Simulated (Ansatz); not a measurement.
A first try at a single point in a Gaussian basis of C₃H₆BF, SMILES BC=C(C)F, using Ansatz's Python interface.

`c3h6bf_energy.py`
```python
"""Single point of C3H6BF."""

import ansatz as az
import numpy as np

BASIS_SET = "def2-SVP"
FUNCTIONAL = "r2scan0"

GEOMETRY = """
B    -0.75250    1.44670    1.33500
C    -0.33220    0.12580    0.70570
C     0.17090    0.04430   -0.53570
C     0.71430   -1.27210   -1.07080
F     0.35900    1.14640   -1.31220
H    -1.26340    1.52930    2.40860
H    -0.67490    2.50300    0.72010
H    -0.40620   -0.74880    1.30510
H     1.05610   -1.13730   -2.04790
H    -0.22340   -1.97530   -1.09150
H     1.41750   -1.71900   -0.39590
"""

molecule = az.Crystal.molecule()
for line in GEOMETRY.strip().splitlines():
    symbol, *xyz = line.split()
    molecule = molecule.atom(symbol, [float(v) for v in xyz])

model = (
    molecule.calculation()
    .basis(gaussian=BASIS_SET)
    .functional(FUNCTIONAL)
    .spin("collinear", total=1)
    .forces()
)
res = model.run(threads=1, pin="off")
data = res.report

print("reference energy %16.6f eV" % data["reference_energy_ev"])
print("total energy     %16.6f eV" % data["free_energy_ev"])
print("occupied orbitals outside the frozen core (up, down):", data["n_occupied"], " frozen:", data["n_frozen"], " virtual:", data["n_virtual"])

field = data["mean_field"]
print("<S^2> =", round(abs(field["state"]["spin_squared"]), 4), " all-electron relativity setting:", field["relativity"])
print("passes:", field["passes"])
if "symmetry" in field:
    print("occupied orbitals by irrep:", field["symmetry"]["occupied"])

symbols = [site.symbol for site in molecule.cartesian_sites]
forces = np.array(data["forces_ev_ang"])
print("largest force", round(float(np.linalg.norm(forces, axis=1).max()), 4), "eV/A, rms", round(float(np.sqrt((forces ** 2).mean())), 4))

charges = data["charge_distribution"]
dipole = np.array(charges["dipole_moment_e_ang"]) * 4.803205
print("dipole (D): {:.3f} {:.3f} {:.3f}, length {:.3f}".format(*dipole, np.linalg.norm(dipole)))
print("atom  Mulliken   Lowdin")
for symbol, m, l in zip(symbols, charges["mulliken_charges_e"], charges["lowdin_charges_e"]):
    print(f"{symbol:4s} {m:9.3f} {l:8.3f}")
```

`python c3h6bf_energy.py` gives:
```text
Traceback (most recent call last):
  File "c3h6bf_energy.py", line 35, in <module>
    res = model.run(threads=1, pin="off")
  ...
ansatz.GaussianBasisError: a molecule whose nuclei and cores have a total charge of 38 cannot have a net charge of 0 together with 1 unpaired electrons
```
(Library frames cut from the traceback.)

What is wrong, and how is it mended?

The fault: the count of unpaired electrons doesn't fit the count of electrons. Mended:

```diff
--- before
+++ after
@@ -31,3 +31,2 @@
     .functional(FUNCTIONAL)
-    .spin("collinear", total=1)
     .forces()
```

The mended script runs so:

```console
$ python c3h6bf_energy.py
reference energy     -6591.274712 eV
total energy         -6591.274712 eV
occupied orbitals outside the frozen core (up, down): [19, 19]  frozen: 0  virtual: [81, 81]
<S^2> = 0.0  all-electron relativity setting: none
passes: {'evaluations': 15, 'products': 12}
occupied orbitals by irrep: [{'A': 19}, {'A': 19}]
largest force 4.0199 eV/A, rms 1.07
dipole (D): 0.833 -2.811 -0.711, length 3.017
atom  Mulliken   Lowdin
B        0.076   -0.063
C       -0.173   -0.087
C        0.174   -0.022
C       -0.061    0.032
F       -0.220    0.099
H       -0.055   -0.035
H       -0.041   -0.028
H        0.045    0.026
H        0.063   -0.002
H        0.099    0.059
H        0.094    0.022
```

Reading the output:
- Total energies depend on the basis set; only differences at equal settings carry meaning.
- The geometry is a force-field or estimated start, not a minimum of this method, and the basis set is short of its limit.
- The Löwdin charges here are taken after orthogonalising the functions within each atom; they differ from plain Löwdin charges, and their signs can be unphysical.
- It ran for 7.6 s on 1 thread of Intel(R) Xeon(R) Platinum 8375C CPU @ 2.90GHz (Ice Lake), on a shared host, peak memory 0.28 GiB.

(A comment or docstring line of the script was reworded after the run, the code is as it ran; lines on the test bed's own set-up are left out of the output.)
